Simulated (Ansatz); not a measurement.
# Li27H26O: the cost of one run

Method: DFT, PBE, plane-wave PAW, default files, scalar-relativistic, as far as a step names no other, in Ansatz 0.2.0.

## Step 1: The structure to begin with

Symmetry: Fm-3m, No. 225, cubic system. The conventional cell has a = 12.220 Å, b = 12.220 Å, c = 12.220 Å, α = 90.00°, β = 90.00°, γ = 90.00°. Around Li (site symmetry 3m) lie 6 H at 2.04 Å. Li (site symmetry 4mm) is surrounded by 5 H at 2.04 Å and 1 O at 2.04 Å. Li (site symmetry mm2) has 6 H at 2.04 Å as nearest neighbours. Li (site symmetry m-3m) is surrounded by 6 H at 2.04 Å. O (site symmetry m-3m) has 6 Li at 2.04 Å as nearest neighbours. H (site symmetry mm2) has 6 Li at 2.04 Å as nearest neighbours. H (site symmetry 3m) is surrounded by 6 Li at 2.04 Å. H (site symmetry 4mm) has 6 Li at 2.04 Å as nearest neighbours.

As a file:

```cif
data_structure
_symmetry_space_group_name_H-M 'Fm-3m'
_symmetry_Int_Tables_number 225
_cell_length_a 12.2205
_cell_length_b 12.2205
_cell_length_c 12.2205
_cell_angle_alpha 90.000
_cell_angle_beta 90.000
_cell_angle_gamma 90.000
_cell_volume 1825.02
loop_
_atom_site_label
_atom_site_type_symbol
_atom_site_symmetry_multiplicity
_atom_site_Wyckoff_symbol
_atom_site_fract_x
_atom_site_fract_y
_atom_site_fract_z
_atom_site_occupancy
Li1 Li 32 f 0.33333 0.83333 0.83333 1
Li2 Li 24 e 0.50000 0.00000 0.83333 1
Li3 Li 48 h 0.33333 0.16667 0.50000 1
Li4 Li 4 a 0.50000 0.00000 0.50000 1
O1 O 4 b 0.50000 0.50000 0.50000 1
H1 H 48 i 0.66667 0.66667 0.50000 1
H2 H 32 f 0.83333 0.66667 0.66667 1
H3 H 24 e 0.00000 0.00000 0.83333 1
```

Atom 28 of the input is the impurity.

## Step 2: Single point at the given positions

input.yaml reads:

```yaml
crystal:
  lattice:
    - [0.0, 6.11025, 6.11025]
    - [6.11025, 0.0, 6.11025]
    - [6.11025, 6.11025, 0.0]
  atoms:
    - { symbol: Li, position: [0.0, 0.0, 0.0] }
    - { symbol: Li, position: [0.0, 0.0, 0.3333333333] }
    - { symbol: Li, position: [0.0, 0.0, 0.6666666667] }
    - { symbol: Li, position: [0.0, 0.3333333333, 0.0] }
    - { symbol: Li, position: [0.0, 0.3333333333, 0.3333333333] }
    - { symbol: Li, position: [0.0, 0.3333333333, 0.6666666667] }
    - { symbol: Li, position: [0.0, 0.6666666667, 0.0] }
    - { symbol: Li, position: [0.0, 0.6666666667, 0.3333333333] }
    - { symbol: Li, position: [0.0, 0.6666666667, 0.6666666667] }
    - { symbol: Li, position: [0.3333333333, 0.0, 0.0] }
    - { symbol: Li, position: [0.3333333333, 0.0, 0.3333333333] }
    - { symbol: Li, position: [0.3333333333, 0.0, 0.6666666667] }
    - { symbol: Li, position: [0.3333333333, 0.3333333333, 0.0] }
    - { symbol: Li, position: [0.3333333333, 0.3333333333, 0.3333333333] }
    - { symbol: Li, position: [0.3333333333, 0.3333333333, 0.6666666667] }
    - { symbol: Li, position: [0.3333333333, 0.6666666667, 0.0] }
    - { symbol: Li, position: [0.3333333333, 0.6666666667, 0.3333333333] }
    - { symbol: Li, position: [0.3333333333, 0.6666666667, 0.6666666667] }
    - { symbol: Li, position: [0.6666666667, 0.0, 0.0] }
    - { symbol: Li, position: [0.6666666667, 0.0, 0.3333333333] }
    - { symbol: Li, position: [0.6666666667, 0.0, 0.6666666667] }
    - { symbol: Li, position: [0.6666666667, 0.3333333333, 0.0] }
    - { symbol: Li, position: [0.6666666667, 0.3333333333, 0.3333333333] }
    - { symbol: Li, position: [0.6666666667, 0.3333333333, 0.6666666667] }
    - { symbol: Li, position: [0.6666666667, 0.6666666667, 0.0] }
    - { symbol: Li, position: [0.6666666667, 0.6666666667, 0.3333333333] }
    - { symbol: Li, position: [0.6666666667, 0.6666666667, 0.6666666667] }
    - { symbol: O, position: [0.1666666667, 0.1666666667, 0.1666666667] }
    - { symbol: H, position: [0.1666666667, 0.1666666667, 0.5] }
    - { symbol: H, position: [0.1666666667, 0.1666666667, 0.8333333333] }
    - { symbol: H, position: [0.1666666667, 0.5, 0.1666666667] }
    - { symbol: H, position: [0.1666666667, 0.5, 0.5] }
    - { symbol: H, position: [0.1666666667, 0.5, 0.8333333333] }
    - { symbol: H, position: [0.1666666667, 0.8333333333, 0.1666666667] }
    - { symbol: H, position: [0.1666666667, 0.8333333333, 0.5] }
    - { symbol: H, position: [0.1666666667, 0.8333333333, 0.8333333333] }
    - { symbol: H, position: [0.5, 0.1666666667, 0.1666666667] }
    - { symbol: H, position: [0.5, 0.1666666667, 0.5] }
    - { symbol: H, position: [0.5, 0.1666666667, 0.8333333333] }
    - { symbol: H, position: [0.5, 0.5, 0.1666666667] }
    - { symbol: H, position: [0.5, 0.5, 0.5] }
    - { symbol: H, position: [0.5, 0.5, 0.8333333333] }
    - { symbol: H, position: [0.5, 0.8333333333, 0.1666666667] }
    - { symbol: H, position: [0.5, 0.8333333333, 0.5] }
    - { symbol: H, position: [0.5, 0.8333333333, 0.8333333333] }
    - { symbol: H, position: [0.8333333333, 0.1666666667, 0.1666666667] }
    - { symbol: H, position: [0.8333333333, 0.1666666667, 0.5] }
    - { symbol: H, position: [0.8333333333, 0.1666666667, 0.8333333333] }
    - { symbol: H, position: [0.8333333333, 0.5, 0.1666666667] }
    - { symbol: H, position: [0.8333333333, 0.5, 0.5] }
    - { symbol: H, position: [0.8333333333, 0.5, 0.8333333333] }
    - { symbol: H, position: [0.8333333333, 0.8333333333, 0.1666666667] }
    - { symbol: H, position: [0.8333333333, 0.8333333333, 0.5] }
    - { symbol: H, position: [0.8333333333, 0.8333333333, 0.8333333333] }
total_charge: -1
kpoints:
  mp_grid: { grid: [3, 3, 3] }
scf:
  occupations: { method: fermi_dirac, width: 0.01 }
hamiltonian:
  xc: pbe
  pseudopotentials: { kind: paw }
output:
  forces: true
  stress: true
  populations: true
  efg:
    quadrupole_moments_barn: { Li: -0.0401, O: -0.02558, H: 0.00285783 }
    contact_densities: true
```

Launch:

```bash
$ ansatz run input.yaml --threads 1 --pin off --max-ram 2560MiB --backend cpu --events-out ev --progress --plain --runs-dir out
```

What time and memory should one allow on 1 thread of Intel Xeon Platinum 8259CL at 2.50GHz (Skylake/Cascade Lake), shared host?

About 26 s, with a peak of 0.95 GiB.
